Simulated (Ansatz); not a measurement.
# Li4Os: the cost of one run

Method: DFT PBE, scalar-relativistic, plane waves, PAW, in Ansatz 0.2.0.

### Step 1. The structure to begin with

It takes space group P4/nbm (No. 125, tetragonal). Conventional cell: a = 5.076 Å, b = 5.076 Å, c = 4.588 Å, α = 90.00°, β = 90.00°, γ = 90.00°. Li (site symmetry m) is surrounded by 2 Os at 2.20 Å and 7 Li at 2.50 to 2.65 Å. Os (site symmetry 422) has 8 Li at 2.20 Å as nearest neighbours.

As a file:

```
Li Os
1.0
     5.07552    0.00000    0.00000
     0.00000    5.07552    0.00000
     0.00000    0.00000    4.58758
Li Os
8 2
Direct
  0.67385 0.82615 0.25178
  0.82615 0.32615 0.25178
  0.17385 0.32615 0.74822
  0.82615 0.67385 0.74822
  0.67385 0.17385 0.74822
  0.32615 0.82615 0.74822
  0.32615 0.17385 0.25178
  0.17385 0.67385 0.25178
  0.50000 0.50000 0.00000
  0.00000 0.00000 0.00000
```

The cell is invented: species swapped into a database cell of PtPb4 (P4/nbm, No. 125), with Os on the Pt sites and Li on the Pb sites. Its size is a rough estimate.

### Step 2. Probe: one point on a coarse mesh

The input, input.yaml:

```yaml
crystal:
  lattice:
    - [5.07551532, 0.0, 0.0]
    - [0.0, 5.07551532, 0.0]
    - [0.0, 0.0, 4.58758183]
  atoms:
    - { symbol: Li, position: [0.67385006, 0.82614994, 0.25177774] }
    - { symbol: Li, position: [0.82614994, 0.32614994, 0.25177774] }
    - { symbol: Li, position: [0.17385006, 0.32614994, 0.74822226] }
    - { symbol: Li, position: [0.82614994, 0.67385006, 0.74822226] }
    - { symbol: Li, position: [0.67385006, 0.17385006, 0.74822226] }
    - { symbol: Li, position: [0.32614994, 0.82614994, 0.74822226] }
    - { symbol: Li, position: [0.32614994, 0.17385006, 0.25177774] }
    - { symbol: Li, position: [0.17385006, 0.67385006, 0.25177774] }
    - { symbol: Os, position: [0.5, 0.5, 0.0] }
    - { symbol: Os, position: [0.0, 0.0, 0.0] }
basis:
  ecutwfc: 420
kpoints:
  mp_grid: { grid: [4, 4, 4] }
hamiltonian:
  xc: pbe
scf:
  occupations: { method: gaussian, width: 0.1 }
  lower_state_search: "off"
output:
  forces: true
  stress: true
  eigenvalues: true
```

On the command line:

```sh
$ ansatz run input.yaml --threads 1 --pin off --max-ram 2048MiB --backend cpu --events-out ev --progress --plain --runs-dir out
```

**Question.** How long does this run take on 1 thread of Intel Xeon 6975P-C (Granite Rapids), shared host, and how much memory does it need?

About 2.2 s, with a peak of 0.45 GiB.
